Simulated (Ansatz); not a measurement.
Working through a geometry optimisation of C₂H₉BSi, SMILES B[SiH](C)C

With the Python package of Ansatz (0.2.0).

Notebook, run cell by cell (the value of a cell's last expression is shown):

In [1]:
```python
import ansatz
import numpy as np

system = (
    ansatz.Crystal.molecule()
    .atom("B", (-1.0783, 1.2799, -0.8731))
    .atom("Si", (0.2918, 0.0906, -0.4127))
    .atom("C", (0.9749, 0.57, 1.2333))
    .atom("C", (-0.3128, -1.631, -0.3258))
    .atom("H", (-1.7071, 1.1819, -1.9208))
    .atom("H", (-1.4143, 2.2203, -0.1525))
    .atom("H", (1.3789, 0.1534, -1.4285))
    .atom("H", (0.2499, 0.5413, 2.0117))
    .atom("H", (1.825, -0.1198, 1.557))
    .atom("H", (1.4169, 1.6003, 1.2173))
    .atom("H", (-0.8192, -1.9243, -1.2872))
    .atom("H", (-1.1643, -1.679, 0.4654))
    .atom("H", (0.3789, -2.3183, -0.0691))
)
```

In [2]:
```python
base = system.calculation().basis(gaussian="6-31G*").functional("b3lyp")
symbols = [site.symbol for site in system.cartesian_sites]
start = np.array([site.position_ang for site in system.cartesian_sites], dtype=float)
r = base.relax(force_tolerance=0.01, max_steps=100).run(threads=1, pin="off").report
end = np.array(r["positions_ang"])
```

In [3]:
```python
print("reference energy %16.6f eV" % r["reference_energy_ev"])
print("total energy     %16.6f eV" % r["free_energy_ev"])
print("occupied (up, down):", r["n_occupied"], " virtual:", r["n_virtual"], " frozen:", r["n_frozen"])
```
```text
reference energy    -10774.526655 eV
total energy        -10774.526655 eV
occupied (up, down): [20, 20]  virtual: [62, 62]  frozen: 0
```

In [4]:
```python
print("bond        before    after (A)")
for i, j in [(0, 1), (0, 4), (0, 5), (1, 2), (1, 3), (1, 6), (2, 7), (2, 8), (2, 9), (3, 10), (3, 11), (3, 12)]:
    d0, d1 = (np.linalg.norm(xyz[i] - xyz[j]) for xyz in (start, end))
    print(f"{symbols[i]}{i}-{symbols[j]}{j}".ljust(10), f"{d0:8.4f} {d1:8.4f}")
```
```text
bond        before    after (A)
B0-Si1       1.8718   2.0221
B0-H4        1.2258   1.1982
B0-H5        1.2315   1.1982
Si1-C2       1.8455   1.8989
Si1-C3       1.8267   1.8990
Si1-H6       1.4892   1.5044
C2-H7        1.0641   1.0965
C2-H8        1.1416   1.0962
C2-H9        1.1212   1.0958
C3-H10       1.1255   1.0958
C3-H11       1.1633   1.0965
C3-H12       1.0083   1.0962
```

In [5]:
```python
charges = r["charge_distribution"]
dipole = np.array(charges["dipole_moment_e_ang"]) * 4.803205
print("dipole (D): {:.3f} {:.3f} {:.3f}, length {:.3f}".format(*dipole, np.linalg.norm(dipole)))
print("atom  Mulliken   Lowdin")
for symbol, m, l in zip(symbols, charges["mulliken_charges_e"], charges["lowdin_charges_e"]):
    print(f"{symbol:4s} {m:9.3f} {l:8.3f}")
with open("c2h9bsi_opt.xyz", "w") as handle:
    handle.write(f"{len(symbols)}\nrelaxed C2H9BSi\n")
    handle.writelines(f"{s:2s} {x:11.6f} {y:11.6f} {z:11.6f}\n" for s, (x, y, z) in zip(symbols, end))
```
```text
dipole (D): -0.132 -0.371 0.608, length 0.724
atom  Mulliken   Lowdin
B       -0.036   -0.134
Si       0.459    0.281
C       -0.650   -0.492
C       -0.650   -0.492
H       -0.009    0.034
H       -0.009    0.034
H       -0.081   -0.067
H        0.157    0.138
H        0.164    0.139
H        0.167    0.142
H        0.167    0.142
H        0.157    0.138
H        0.164    0.139
```

It writes `c2h9bsi_opt.xyz`:
```text
13
relaxed C2H9BSi
B    -1.172340    1.415412   -0.949393
Si    0.239678    0.104045   -0.336808
C     1.024610    0.549120    1.333971
C    -0.344875   -1.702708   -0.337403
H    -2.036843    1.100499   -1.717000
H    -1.154854    2.566706   -0.617874
H     1.299941    0.244435   -1.394841
H     0.296132    0.478072    2.150455
H     1.855814   -0.124517    1.572839
H     1.413724    1.573480    1.324440
H    -0.750142   -1.983957   -1.315896
H    -1.131235   -1.869536    0.408366
H     0.480691   -2.385752   -0.105857
```

Reading the output:
- Total energies depend on the basis set; only differences at equal settings carry meaning.
- The end point is the stationary point reached from this start; no frequency run checks that it is a minimum, and the basis set is modest.
- The Löwdin charges here are taken after orthogonalising the functions within each atom; they differ from plain Löwdin charges, and their signs can be unphysical.
- b3lyp holds the VWN-RPA fit, as in Gaussian; the form of ORCA and Turbomole is b3lyp5.
- Timing: 46 s on 1 thread of Intel(R) Xeon(R) 6975P-C (Granite Rapids) (shared host), peak memory 0.24 GiB.

(Lines on the test bed's own set-up are left out of the output.)
